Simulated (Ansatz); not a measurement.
VH, space group Fm-3m, a scan of one input key

Program: Ansatz 0.2.0, Python API.

Typed at the interpreter:
```pycon
>>> import ansatz
>>> cell = (
...     ansatz.Lattice.fcc(3.92750716)
...     .space_group(225)
...     .atom("V", (0.0, 0.0, 0.0))
...     .atom("H", (0.5, 0.0, 0.0))
...     .primitive()
...     .moments(V=1.0)
... )
>>> cell.resolved().tree()["lattice"]
((2.4049045360611557e-16, 1.9637535800000003, 1.96375358), (1.9637535800000003, 1.2024522680305779e-16, 1.96375358), (1.9637535800000003, 1.96375358, 0.0))
>>> calc = (
...     cell.calculation()
...     .functional(ansatz.Functional.PBESOL)
...     .kpoints(11)
...     .occupations(ansatz.OccupationsMethod.FERMI_DIRAC, width=0.1)
...     .spin("collinear")
...     .band_table()
... )
>>> typed = calc.input()
>>> rows = []
>>> for value in [4, 6, 9]:
...     edited = typed.set(ansatz.key.basis.ecutrho_ratio, value)
...     r = ansatz.Session.from_dict(edited).plan().execute().report
...     rows.append((value, r["free_energy_ev"], r["n_iterations"], len(r["eigenvalues_ev"][0]) if "eigenvalues_ev" in r else 0))
...
DeckWarning: basis.ecutwfc = 420 eV, auto-derived from the records' recommended cutoffs: set by V (normal level)
RunWarning: the starting moments were not kept: the SCF closed with an absolute magnetisation of 4.3e-7 μB, where they sum to 1 μB in size (1 site). That is at most 0.1 of that sum. Measured as dr2_m measures the in/out step, that magnetisation stands 1.5e-13 eV from none, at or under the dr2_threshold of 1.0e-7 eV: it is no larger than a step whose dr2_m would equal this threshold. The system [...]
>>> lines = [",".join(["density ratio", "F eV", "iterations", "bands listed"])] + [",".join(f"{v:.4f}" if isinstance(v, float) else str(v) for v in row) for row in rows]
>>> print("\n".join(lines))
density ratio,F eV,iterations,bands listed
4,-2901.4133,10,12
6,-2901.4133,10,12
9,-2901.4133,10,12
>>> with open("edit.csv", "w") as handle:
...     handle.write("\n".join(lines) + "\n")
...
100
```

Caveats:
- Total energies depend on the potentials; only differences at equal settings carry meaning. A total without «per atom» is that of the cell as typed.
- The SCF didn't keep the moments it started from (some shrank, vanished or turned); what is printed is the state reached.
- The mesh is modest for a metal, so energies can be off by several to tens of meV an atom and pressures by half a GPa or more; differences at equal mesh fare better.
- The structure comes from a database of computed cells and needn't be a stable or known phase.
- Warnings are shown shortened and without file and line.
- Run time: 6.6 s on 1 thread of Arm Neoverse V1 (shared host), peak memory 0.36 GiB.
